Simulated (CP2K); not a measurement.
Write the native input for CP2K 2026.2 that does the following.

```yaml
Task: band structure
Functional: r2SCAN
Potentials_or_basis: POTENTIAL_UZH Te GTH-SCAN-q6, Sn GTH-SCAN-q4; TZVP-MOLOPT-SCAN-GTH basis
Density_cutoff: 9184 eV
k_mesh: 6 × 6 × 6
Occupations: fermi-dirac, width 0.1 eV
Spin: no spin polarisation
SCF_solver: diagonalisation with k points
Quickstep_method: GPW
EPS_DEFAULT: 1.0E-9
EPS_SCF: 1.0E-6
MAX_SCF: 100
SCF_GUESS: ATOMIC
k_points_reduced_by_the_point_group: yes
Mesh_centred_on_Gamma: yes
CHOLESKY: OFF
EPS_EIGVAL: 1.0E-7
MIXING_METHOD: BROYDEN_MIXING
MIXING_ALPHA: 0.4
NBUFFER: 8
NGRIDS: 5
Basis_sets: Te TZVP-MOLOPT-SCAN-GTH-q6, Sn TZVP-MOLOPT-SCAN-GTH-q4
Potentials: Te GTH-SCAN-q6 of POTENTIAL_UZH, Sn GTH-SCAN-q4 of POTENTIAL_UZH
ADDED_MOS: "[14]"
Points_a_segment_of_the_path_NPOINTS: 10
Bands_added_on_the_path: 2
MPI_ranks: 3
REL_CUTOFF_Ry: 60 Ry
MIXING_BETA_1/bohr: 1.5 1/bohr
CUTOFF_of_the_grids: 675 Ry
```

Crystal: Sn3Te.

```
CELL_PARAMETERS angstrom
4.86562 0.00000 0.00000
0.00000 4.86562 0.00000
0.00000 0.00000 4.86562
ATOMIC_POSITIONS crystal
Te 0.00000 0.00000 0.00000
Sn 0.00000 0.50000 0.50000
Sn 0.50000 0.00000 0.50000
Sn 0.50000 0.50000 0.00000
```

The cell comes from a database or a generator and needn't be the stable form of this composition.

These files were run (other wordings do the same):

sn3te_bands.inp

```
&GLOBAL
  PROJECT sn3te_bands
  RUN_TYPE ENERGY_FORCE
  PRINT_LEVEL LOW
&END GLOBAL
&FORCE_EVAL
  METHOD QS
  STRESS_TENSOR ANALYTICAL
  &DFT
    BASIS_SET_FILE_NAME BASIS_MOLOPT_UZH
    POTENTIAL_FILE_NAME POTENTIAL_UZH
    &MGRID
      CUTOFF 675
      REL_CUTOFF 60
      NGRIDS 5
    &END MGRID
    &QS
      METHOD GPW
      EPS_DEFAULT 1.0E-9
    &END QS
    &KPOINTS
      SCHEME MONKHORST-PACK 6 6 6
      GAMMA_CENTERED T
      SYMMETRY T
      SYMMETRY_BACKEND SPGLIB
    &END KPOINTS
    &SCF
      SCF_GUESS ATOMIC
      EPS_SCF 1.0E-6
      MAX_SCF 100
      ADDED_MOS 14
      CHOLESKY OFF
      EPS_EIGVAL 1.0E-7
      &DIAGONALIZATION ON
        ALGORITHM STANDARD
      &END DIAGONALIZATION
      &MIXING ON
        METHOD BROYDEN_MIXING
        ALPHA 0.4
        BETA 1.5
        NBUFFER 8
      &END MIXING
      &SMEAR ON
        METHOD FERMI_DIRAC
        ELECTRONIC_TEMPERATURE [K] 1160.452
      &END SMEAR
    &END SCF
    &XC
      &XC_FUNCTIONAL
        &MGGA_X_R2SCAN
        &END MGGA_X_R2SCAN
        &MGGA_C_R2SCAN
        &END MGGA_C_R2SCAN
      &END XC_FUNCTIONAL
    &END XC
    &PRINT
      &KPOINTS ON
      &END KPOINTS
      &MULLIKEN ON
      &END MULLIKEN
      &MO ON
        ENERGIES T
        OCCUPATION_NUMBERS T
        &EACH
          QS_SCF 0
        &END EACH
        ADD_LAST NUMERIC
      &END MO
      &LOWDIN ON
      &END LOWDIN
      &HIRSHFELD ON
        SHAPE_FUNCTION DENSITY
      &END HIRSHFELD
      &BAND_STRUCTURE
        FILE_NAME bands.bs
        ADDED_MOS 2
        &KPOINT_SET
          UNITS B_VECTOR
          NPOINTS 10
          SPECIAL_POINT GAMMA 0.00000000 0.00000000 0.00000000
          SPECIAL_POINT X 0.00000000 0.50000000 0.00000000
          SPECIAL_POINT M 0.50000000 0.50000000 0.00000000
          SPECIAL_POINT GAMMA 0.00000000 0.00000000 0.00000000
          SPECIAL_POINT R 0.50000000 0.50000000 0.50000000
          SPECIAL_POINT X 0.00000000 0.50000000 0.00000000
        &END KPOINT_SET
        &KPOINT_SET
          UNITS B_VECTOR
          NPOINTS 10
          SPECIAL_POINT M 0.50000000 0.50000000 0.00000000
          SPECIAL_POINT R 0.50000000 0.50000000 0.50000000
        &END KPOINT_SET
      &END BAND_STRUCTURE
    &END PRINT
  &END DFT
  &SUBSYS
    &CELL
      A 4.8656220000 0.0000000000 0.0000000000
      B 0.0000000000 4.8656220000 0.0000000000
      C 0.0000000000 0.0000000000 4.8656220000
      PERIODIC XYZ
    &END CELL
    &COORD
      SCALED
      Te  0.0000000000 0.0000000000 0.0000000000
      Sn  0.0000000000 0.5000000000 0.5000000000
      Sn  0.5000000000 0.0000000000 0.5000000000
      Sn  0.5000000000 0.5000000000 0.0000000000
    &END COORD
    &KIND Te
      BASIS_SET TZVP-MOLOPT-SCAN-GTH-q6
      POTENTIAL GTH-SCAN-q6
    &END KIND
    &KIND Sn
      BASIS_SET TZVP-MOLOPT-SCAN-GTH-q4
      POTENTIAL GTH-SCAN-q4
    &END KIND
    &PRINT
      &ATOMIC_COORDINATES ON
      &END ATOMIC_COORDINATES
      &CELL ON
      &END CELL
    &END PRINT
  &END SUBSYS
  &PRINT
    &FORCES ON
    &END FORCES
    &STRESS_TENSOR ON
    &END STRESS_TENSOR
  &END PRINT
&END FORCE_EVAL
```

Potentials or basis: POTENTIAL_UZH Te GTH-SCAN-q6, Sn GTH-SCAN-q4; TZVP-MOLOPT-SCAN-GTH basis.

Launch:

```bash
$ OMP_NUM_THREADS=1 mpirun -n 3 cp2k.psmp -i sn3te_bands.inp -o sn3te_bands.out
```

It gave:

- Pressure: -2.1 GPa
- Band gap on the k mesh: none (metal or under the smearing width)
- Mulliken charges: Te -0.26; Sn +0.09 e
- Hirshfeld charges: Te -0.06; Sn +0.02 e

Caveat: Mulliken charges move with the basis; spin-orbit coupling is left out, which moves the levels of the heavy elements; the basis of atomic orbitals isn't converged, which shifts pressures, moduli and gaps.

It took 24 s on 3 MPI ranks on Arm Neoverse V1, on a shared host.
